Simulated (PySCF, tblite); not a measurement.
# C4H6GeN2O: geometry, infrared bands and NMR shifts

What infrared bands and NMR shifts should C4H6GeN2O (`[GeH3][O]c1ccnnc1`) show?

Computed with tblite 0.8.0 and PySCF 2.14.0, with density-fitted response routines of our own, on a single molecule in the gas phase. Atoms count from 0, in the outputs and in this text.

**1. Starting geometry**

14 atoms, charge 0, multiplicity 1; geometry from: force field or distance geometry start.

Bonds of the start (Å): Ge0–O1 1.82, O1–C2 1.42, C2–C3 1.39, C3–C4 1.40, C4–N5 1.36, N5–N6 1.34, N6–C7 1.35, C7–C2 1.40, Ge0–H8 1.55, Ge0–H9 1.56, Ge0–H10 1.55, C3–H11 1.09, C4–H12 1.08, C7–H13 1.08.

**2. Optimising the geometry with GFN2-xTB**

Job settings and geometry (Å):

```
{"job": {"kind": "relax", "xc": "GFN2-xTB", "basis": "xTB"}, "charge": 0, "multiplicity": 1}
Ge    -2.508900    -0.420500     0.127900
O     -1.242800     0.804400    -0.319600
C      0.152300     0.575600    -0.211600
C      0.696700    -0.621400     0.229200
C      2.082500    -0.763900     0.307700
N      2.870200     0.274100    -0.078800
N      2.354900     1.427800    -0.510700
C      1.016700     1.613000    -0.583500
H     -2.367600    -0.806100     1.624400
H     -3.923400     0.197000    -0.108100
H     -2.352900    -1.684100    -0.753400
H      0.074500    -1.464700     0.541800
H      2.524500    -1.683700     0.656400
H      0.622500     2.552100    -0.944000
```

Started as:

```console
OMP_NUM_THREADS=1 python probes_run.py task.json out
```

This one command runs all jobs of the session in turn.

**Question.** This job is followed by: GFN2-xTB harmonic vibrations, gas phase; GIAO PBE0/pcSseg-1 NMR shielding, non-relativistic, gas phase. Predict these results of the whole session: strongest single infrared mode (GFN2-xTB); zero-point energy (GFN2-xTB); 13C shifts against TMS (PBE0/pcSseg-1); 1H shifts against TMS (PBE0/pcSseg-1, means over atoms taken as alike); 73Ge shifts against GeMe4 (PBE0/pcSseg-1); 17O shifts against H2O (PBE0/pcSseg-1); 15N shifts against NH3 (PBE0/pcSseg-1).

As calculated:

```
                                                              quantity                           value
                             strongest single infrared mode (GFN2-xTB)           2013 cm⁻¹, 490 km/mol
                                          zero-point energy (GFN2-xTB)                   55.9 kcal/mol
                                13C shifts against TMS (PBE0/pcSseg-1)  163.6, 154.0, 150.1, 114.0 ppm
1H shifts against TMS (PBE0/pcSseg-1, means over atoms taken as alike)      9.39, 9.25, 6.51, 5.16 ppm
                             73Ge shifts against GeMe4 (PBE0/pcSseg-1)                         -88 ppm
                                17O shifts against H2O (PBE0/pcSseg-1)                        98.5 ppm
                                15N shifts against NH3 (PBE0/pcSseg-1)                468.1, 433.9 ppm
```

What this shows: Over 36 steps the energy fell by 0.439 eV; of the close pairs, O1–C2 changed most, 1.418 to 1.338 Å. No mode is imaginary among the 36: a minimum at this level. The strongest single mode, at 2013 cm⁻¹, moves mainly H10 and H8. GFN2-xTB is a fitted tight-binding method: band positions and strengths are rough. Its intensities can rank the bands wrongly. At PBE0/pcSseg-1: The largest span, 874 ppm, is at N6, where the paramagnetic term is -521 ppm. NICS(1)zz of -27 ppm above the planar ring from C2 marks a diatropic (aromatic) ring current. Spin-orbit coupling is left out, which matters for shieldings and couplings at and beside the heavy atoms.
